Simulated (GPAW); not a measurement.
Crystal: GeCN2.

```
Ge N C
1.0
     1.79379    1.03565    4.92196
    -1.79379    1.03565    4.92196
     0.00000   -2.07129    4.92196
Ge N C
1 2 1
Direct
  0.00000 0.00000 0.00000
  0.58390 0.58390 0.58390
  0.41610 0.41610 0.41610
  0.50000 0.50000 0.50000
```

The cell comes from a database or a generator and needn't be the stable form of this composition.

Base run:

```yaml
Program: GPAW 26.7.0
Functional: PBE
Potentials_or_basis: GPAW PAW data sets (gpaw-data 1.2.1)
Cutoff: 800 eV
Basis: pw
k_mesh: 6 × 6 × 6
Occupations: fermi-dirac, width 0.05 eV
Spin: no spin polarisation
```

Its results: band gap on the k mesh 1.05 eV, indirect (least direct gap 2.04 eV); pressure -0.8 GPa; largest force 0.032 eV/Å.

**Question.** After a change of settings the same cell gave: band gap on the k mesh 1.15 eV, indirect (least direct gap 2.21 eV); pressure -4.1 GPa; largest force 0.461 eV/Å. Which change was it?
A. functional from PBE to PBEsol; potentials or basis from GPAW PAW data sets (gpaw-data 1.2.1) to PAW data sets generated in the run's folder for this functional
B. functional from PBE to r2SCAN
C. functional from PBE to LDA; potentials or basis from GPAW PAW data sets (gpaw-data 1.2.1) to the program's PAW data sets (release 1.2.1) made for this functional

**Answer.** B.

Caveats: the PAW data sets were made with another functional, which shifts forces and pressure a little (some runs).

Not every run made on this cell is shown here.
